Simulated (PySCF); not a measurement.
# C4H3BF2O: the cost of one run

The runs use PySCF 2.14.0, with density-fitted response routines of our own; the level of theory stands in each step. All values are computed, except where a source is named. Atoms are numbered from 0 throughout.

**1. The starting structure**

11 atoms, charge 0, multiplicity 1; geometry from: GFN2-xTB. The atoms were then displaced at random by about 0.01 Å, so the start is not that level's minimum.

Bonds of the start (Å): F0–B1 1.30, B1–F2 1.30, B1–C3 1.51, C3–C4 1.36, C4–C5 1.48, C5–C6 1.33, C6–O7 1.40, O7–C4 1.38, C3–H8 1.08, C5–H9 1.06, C6–H10 1.09.

**2. Optimising the geometry at PBE0-D3(BJ)/def2-SVP**

What the job is given:

```
{"job": {"xc": "PBE0", "basis": "def2-SVP", "d3": "d3bj", "grid": 1, "shake": 0.01, "kind": "geom"}, "charge": 0, "multiplicity": 1}
F      1.996570     1.394720     0.479760
B      2.049600     0.099090     0.512560
F      3.230440    -0.359980     0.814450
C      0.893830    -0.827050     0.222790
C     -0.355950    -0.388430    -0.097400
C     -1.088160     0.879270    -0.290480
C     -2.145140     0.105610    -0.547430
O     -1.495310    -1.119960    -0.373910
H      0.993510    -1.895590     0.294520
H     -0.841690     1.908190    -0.229900
H     -3.199590     0.178300    -0.800630
```

Command:

```console
> OMP_NUM_THREADS=1 python probes_run.py task.json out
```

This one command runs all jobs of the session in turn.

**Question.** How long does this first job take on 1 thread of Arm Neoverse V2, shared host, and how much memory does it need?

About 2.2 min, with a peak of 0.52 GiB.
